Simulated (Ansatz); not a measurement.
**C2H7InOS: ionisation energy by level of theory**

Aim: the vertical ionisation energy of C2H7InOS, as cation minus neutral at the neutral's geometry, on several levels, and how well −ε(HOMO) stands in for it.

The runs use Ansatz 0.2.0, Gaussian basis; unrestricted cation, the program's frozen cores in correlated methods.

Plan: UKS PBE-D4/def2-TZVPP; UKS r2SCAN-D4/def2-TZVPP; UKS PBE0-D4/def2-TZVPP; UKS B3LYP-D4/def2-TZVPP; UKS wB97X-V/def2-TZVPP; UKS wB97M-V/def2-TZVPP; UKS B2PLYP/def2-TZVPP; UHF-CCSD(T)/def2-TZVPP; UHF-MP2/def2-QZVPP; extrapolation to the limit; then −ε(HOMO) from the neutral's earlier runs with LDA (SPW92), PBE-D4, revPBE-D4, BLYP-D4, r2SCAN-D4, B97M-V, PBE0-D4, B3LYP-D4, r2SCANh-D4, r2SCAN0-D4, HSE06-D4, BHLYP-D4, CAM-B3LYP-D4, LC-ωPBE, ωB97X-V, ωB97M-V.

## 1. The relaxed structure

The geometry comes from an earlier relaxation with PBE0-D4/def2-TZVP; it is a stationary point, not always the lowest conformer. In takes the def2 core potential; no spin-orbit term is included.

SMILES `C[O][In]([CH3])[SH]`, 12 atoms, charge 0, spin multiplicity 1.

Atoms are counted from 1 here; the program's logs count them from 0.

Bond lengths: C1–O2 1.399 Å, C1–H6 1.101 Å, C1–H7 1.098 Å, C1–H8 1.098 Å, O2–In3 1.990 Å, In3–C4 2.135 Å, In3–S5 2.373 Å, C4–H9 1.089 Å, C4–H10 1.090 Å, C4–H11 1.091 Å, S5–H12 1.345 Å. Angles: O2–C1–H6 114.0°, O2–C1–H7 110.3°, O2–C1–H8 110.5°, H6–C1–H7 107.1°, H6–C1–H8 107.1°, H7–C1–H8 107.5°, C1–O2–In3 123.4°, O2–In3–C4 120.8°, O2–In3–S5 107.3°, C4–In3–S5 132.0°, In3–C4–H9 110.2°, In3–C4–H10 109.4°, In3–C4–H11 109.3°, H9–C4–H10 109.7°, H9–C4–H11 109.3°, H10–C4–H11 108.9°, In3–S5–H12 91.2°.

## 2. Cation, UKS PBE-D4/def2-TZVPP

The input, in.yaml:

```yaml
crystal:
  periodic: [false, false, false]
  atoms:
    - {symbol: C, position_ang: [-0.757428, 0.014941, 1.935615]}
    - {symbol: O, position_ang: [0.227571, 0.736048, 1.253226]}
    - {symbol: In, position_ang: [0.687148, 0.425482, -0.657753]}
    - {symbol: C, position_ang: [-0.344451, -1.051597, -1.802866]}
    - {symbol: S, position_ang: [2.435199, 1.930310, -1.214977]}
    - {symbol: H, position_ang: [-1.292670, -0.715943, 1.309228]}
    - {symbol: H, position_ang: [-1.510875, 0.696805, 2.350805]}
    - {symbol: H, position_ang: [-0.316990, -0.540719, 2.773975]}
    - {symbol: H, position_ang: [-0.122668, -0.929270, -2.861846]}
    - {symbol: H, position_ang: [-1.417687, -0.952972, -1.639052]}
    - {symbol: H, position_ang: [-0.027401, -2.043689, -1.479705]}
    - {symbol: H, position_ang: [2.440243, 2.430604, 0.033360]}
basis:
  gaussian: {orbitals: def2-TZVPP}
total_charge: 1
magnetization: {spin_polarized: true, initial_magnetization: 1}
hamiltonian: {xc: pbe, dispersion: d4}
```

Run with:

```sh
$ ansatz run in.yaml --threads 2 --pin off --events-out ev --progress --plain --max-ram 32768MiB --backend cuda --devices 0, --max-vram 18GiB
```

Further steps of the session: Cation, UKS r2SCAN-D4/def2-TZVPP; Cation, UKS PBE0-D4/def2-TZVPP; Cation, UKS B3LYP-D4/def2-TZVPP; Cation, UKS wB97X-V/def2-TZVPP; Cation, UKS wB97M-V/def2-TZVPP; Cation, UKS B2PLYP (frozen core)/def2-TZVPP; Cation, UHF-CCSD(T)/def2-TZVPP; Cation, UHF-MP2/def2-QZVPP.

Q: Predict the results of all the runs planned. Wanted: ionisation energy, CCSD(T)/CBS; nearest functional by difference; nearest −ε(HOMO); −ε(HOMO) of PBE; T1 of the cation.

The runs gave:

```
                        quantity               value
  ionisation energy, CCSD(T)/CBS             9.59 eV
nearest functional by difference  ωB97X-V (-0.21 eV)
                nearest −ε(HOMO)  ωB97X-V (-0.05 eV)
                 −ε(HOMO) of PBE             5.75 eV
                T1 of the cation               0.032
```

**Reading.** By cation minus neutral, the functionals miss by 1.03 eV at most. −ε(HOMO) of PBE misses by 3.8 eV, since self-interaction lifts the level. Among orbital estimates ωB97X-V comes nearest. Hartree-Fock falls 1.56 eV short, as the neutral has more correlation energy than the cation. The cation's T1 (from the report) is 0.032, near the customary mark of 0.045 for open shells, so the coupled-cluster value is less safe. The cation may have settled in a state other than its lowest; no search over hole states beyond the program's own was made. Correlated methods include outer-core shells of In, which these sets cover unevenly. With outer-core shells in play the reference is unsure by up to some tenths of an eV, so close misses can't be ranked.
